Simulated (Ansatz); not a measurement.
Run this with the Ansatz DFT code, driven from Python and show what comes out.

Contents of `la3zr.xyz`:
```text
4
Lattice="5.07267374 0.0 0.0 0.0 5.07267374 0.0 0.0 0.0 5.07267374" Properties=species:S:1:pos:R:3 pbc="T T T"
La    0.00000000    2.53633687    2.53633687
La    2.53633687    0.00000000    2.53633687
La    2.53633687    2.53633687    0.00000000
Zr    0.00000000    0.00000000    0.00000000
```

The script, `edit_la3zr.py`:
```python
import logging
import sys
import warnings

import ansatz as az

logging.basicConfig(stream=sys.stdout, format="[%(levelname)s] %(message)s")
logger = logging.getLogger("run")
logger.setLevel(logging.INFO)

warnings.simplefilter("ignore", az.DeckWarning)

la3zr = az.Crystal.from_extxyz("la3zr.xyz")

model = (
    la3zr.calculation()
    .functional("r2scan")
    .pseudopotentials("paw")
    .kpoints(5, 5, 5)
    .occupations(az.OccupationsMethod.FERMI_DIRAC)
    .band_table()
)
typed = model.input()
rows = []
for value in [2, 5, 10]:
    edited = typed.set(az.key.scf.mixing.ndim, value)
    r = az.Session.from_dict(edited).plan().execute().report
    rows.append((value, r["free_energy_ev"], r["n_iterations"], len(r["eigenvalues_ev"][0]) if "eigenvalues_ev" in r else 0))
lines = [",".join(["history", "F eV", "iterations", "bands listed"])] + [",".join(f"{v:.4f}" if isinstance(v, float) else str(v) for v in row) for row in rows]
print("\n".join(lines))
with open("edit.csv", "w") as handle:
    handle.write("\n".join(lines) + "\n")
```

```console
$ python edit_la3zr.py
history,F eV,iterations,bands listed
2,-22988.4922,14,31
5,-22988.4922,8,31
10,-22988.4922,8,31
```

Caveats:
- Total energies depend on the potentials; only differences at equal settings carry meaning. A total without «per atom» is that of the cell as typed.
- Spin is left out of this run.
- The mesh is modest for a metal, so energies can be off by several to tens of meV an atom and pressures by half a GPa or more; differences at equal mesh fare better.
- The structure comes from a database of computed cells and needn't be a stable or known phase.
- Timing: 31 s on 1 thread of Arm Neoverse V1, with other jobs on the host, peak memory 0.67 GiB.
